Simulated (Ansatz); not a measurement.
# CsK3, space group Fm-3m: an equation of state with a fit

With the Ansatz DFT code, driven from Python.

Notebook, run cell by cell (the value of a cell's last expression is shown):

In [1]:
```python
import ansatz as az
import numpy as np
from pymatgen.analysis.eos import EOS
```

In [2]:
```python
vectors0 = np.array([
    [0.0, 5.54686243, 5.54686243],
    [5.54686243, 0.0, 5.54686243],
    [5.54686243, 5.54686243, 0.0],
])
sites = [
    ("K", [0.25, 0.25, 0.25]),
    ("K", [0.75, 0.75, 0.75]),
    ("K", [0.5, 0.5, 0.5]),
    ("Cs", [0.0, 0.0, 0.0]),
]
```

In [3]:
```python
def build(cell):
    crystal = az.Crystal(lattice=az.Lattice.of(cell))
    for symbol, position in sites:
        crystal = crystal.atom(symbol, position)
    return crystal
```

In [4]:
```python
volumes, energies = [], []
for scale in np.linspace(0.88, 1.12, 7):
    cell = vectors0 * scale ** (1 / 3)
    calc = (
        build(cell).calculation()
        .functional("pbesol")
        .basis(420)
        .occupations("cold", width=150 * az.meV)
        .kpoints(4, 4, 4)
    )
    data = calc.run().report
    volumes.append(abs(np.linalg.det(cell)) / len(sites))
    energies.append(data["free_energy_ev"] / len(sites))
    print(f"V = {volumes[-1]:8.4f} A^3/atom  F = {energies[-1]:.5f} eV/atom")
```
```text
V =  75.0922 A^3/atom  F = -2533.45802 eV/atom
V =  78.5055 A^3/atom  F = -2533.46076 eV/atom
V =  81.9188 A^3/atom  F = -2533.46038 eV/atom
V =  85.3321 A^3/atom  F = -2533.45745 eV/atom
V =  88.7453 A^3/atom  F = -2533.45241 eV/atom
V =  92.1586 A^3/atom  F = -2533.44566 eV/atom
V =  95.5719 A^3/atom  F = -2533.43749 eV/atom
```

In [5]:
```python
for form in ["vinet", "birch_murnaghan"]:
    fit = EOS(eos_name=form).fit(volumes, energies)
    print(f"{form:18s} V0 {fit.v0:8.4f} A^3/atom  B0 {fit.b0_GPa:7.1f} GPa  B1 {fit.b1:5.2f}")
```
```text
vinet              V0  79.7347 A^3/atom  B0     3.2 GPa  B1  3.58
birch_murnaghan    V0  79.7315 A^3/atom  B0     3.2 GPa  B1  3.64
```

A third-order Birch-Murnaghan fit through the 7 points has its minimum at 79.73 Å³ an atom, 6.6 % below the typed cell, with a bulk modulus of 3 GPa and dB/dP = 3.6. From that minimum the energy rises by 2.9 meV an atom on the compressed side and 23.5 meV on the expanded side. The window is off centre, so dB/dP is rough.

Caveats:
- Total energies depend on the potentials; only differences at equal settings carry meaning.
- For a metal this k-point mesh is coarse: on a finer one energies can move by several to tens of meV an atom and pressures by half a GPa or more, differences at one mesh by less.
- This cell is a computed structure, which may not be the phase found in nature.
- Hardware and time: 20 s on 1 thread of Arm Neoverse V2 (shared host), peak memory 0.65 GiB.
